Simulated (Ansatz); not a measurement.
**CH3FO2SW: ionisation energy by level of theory**

One table from this session's results is given with a row withheld; the runs are named, their logs left out.

Method: unrestricted cation, the program's frozen cores in correlated methods; program: Ansatz 0.2.0, Gaussian basis.

Levels to be run: UKS PBE-D4/def2-TZVPP; UKS r2SCAN-D4/def2-TZVPP; UKS PBE0-D4/def2-TZVPP; UKS B3LYP-D4/def2-TZVPP; UKS wB97X-V/def2-TZVPP; UKS wB97M-V/def2-TZVPP; UKS B2PLYP/def2-TZVPP; UHF-CCSD(T)/def2-TZVPP; UHF-MP2/def2-QZVPP; extrapolation to the limit; then −ε(HOMO) from the neutral's earlier runs with LDA (SPW92), PBE-D4, revPBE-D4, BLYP-D4, r2SCAN-D4, B97M-V, PBE0-D4, B3LYP-D4, r2SCANh-D4, r2SCAN0-D4, HSE06-D4, BHLYP-D4, CAM-B3LYP-D4, LC-ωPBE, ωB97X-V, ωB97M-V.

### The geometry

An earlier PBE0-D4 in a triple-zeta def2 set relaxation fixed the geometry. W takes the def2 core potential; no spin-orbit term is included.

SMILES `C[O][W](=[O])([F])=[S]`, 9 atoms, charge 0, spin multiplicity 1.

Atoms are counted from 1 here; the program's logs count them from 0.

Bond lengths: C1–O2 1.410 Å, C1–H7 1.092 Å, C1–H8 1.091 Å, C1–H9 1.091 Å, O2–W3 1.836 Å, W3–O4 1.697 Å, W3–F5 1.857 Å, W3–S6 2.131 Å. Angles: O2–C1–H7 110.1°, O2–C1–H8 108.4°, O2–C1–H9 109.1°, H7–C1–H8 109.9°, H7–C1–H9 109.9°, H8–C1–H9 109.4°, C1–O2–W3 143.7°, O2–W3–O4 108.5°, O2–W3–F5 111.1°, O2–W3–S6 108.1°, O4–W3–F5 110.0°, O4–W3–S6 108.5°, F5–W3–S6 110.5°.

The first run:

The input, in.yaml:

```yaml
crystal:
  periodic: [false, false, false]
  atoms:
    - {symbol: C, position_ang: [0.796165, -1.383144, -0.064367]}
    - {symbol: O, position_ang: [0.009449, -0.319909, -0.554172]}
    - {symbol: W, position_ang: [-0.794070, 1.263690, -0.085917]}
    - {symbol: O, position_ang: [-2.476765, 1.051327, -0.138800]}
    - {symbol: F, position_ang: [-0.291626, 2.635009, -1.233365]}
    - {symbol: S, position_ang: [-0.233140, 1.723367, 1.918181]}
    - {symbol: H, position_ang: [1.270935, -1.096921, 0.876767]}
    - {symbol: H, position_ang: [1.559337, -1.617118, -0.808524]}
    - {symbol: H, position_ang: [0.159717, -2.256291, 0.090199]}
basis:
  gaussian: {orbitals: def2-TZVPP}
total_charge: 1
magnetization: {spin_polarized: true, initial_magnetization: 1}
hamiltonian: {xc: pbe, dispersion: d4}
```

Command:

```
ansatz run in.yaml --threads 2 --pin off --events-out ev --progress --plain --max-ram 32768MiB --backend cpu
```

Among the steps run: Cation, UKS PBE-D4/def2-TZVPP; Cation, UKS r2SCAN-D4/def2-TZVPP; Cation, UKS PBE0-D4/def2-TZVPP; Cation, UKS B3LYP-D4/def2-TZVPP; Cation, UKS wB97X-V/def2-TZVPP; Cation, UKS wB97M-V/def2-TZVPP; Cation, UKS B2PLYP (frozen core)/def2-TZVPP; Cation, UHF-CCSD(T)/def2-TZVPP; Cation, UHF-MP2/def2-QZVPP.

One of the session's tables, all rows but one given; the rest of the session is left out.

For comparison, −ε(HOMO) of the neutral from earlier runs:

```
  functional  −ε(HOMO) (eV)
 LDA (SPW92)           6.74
      PBE-D4           6.55
   revPBE-D4           6.48
     BLYP-D4           6.39
   r2SCAN-D4           6.86
      B97M-V           6.90
     PBE0-D4           7.81
    B3LYP-D4           7.56
  r2SCANh-D4           7.32
  r2SCAN0-D4              ?
    HSE06-D4           7.41
    BHLYP-D4           8.91
CAM-B3LYP-D4           9.08
     LC-ωPBE          10.38
     ωB97X-V          10.05
     ωB97M-V           9.91
```

**Question.** Estimate the row for r2SCAN0-D4.

Worked estimate for «−ε(HOMO) (eV)». Against the share of exact exchange, r2SCAN-D4 (0, 6.86), r2SCANh-D4 (0.1, 7.32) give a slope of 4.60 per unit share; at 0.25 the line stands at 8.01.

As computed: −ε(HOMO) (eV): 8.01. In «−ε(HOMO) (eV)» the line misses by 0.00.
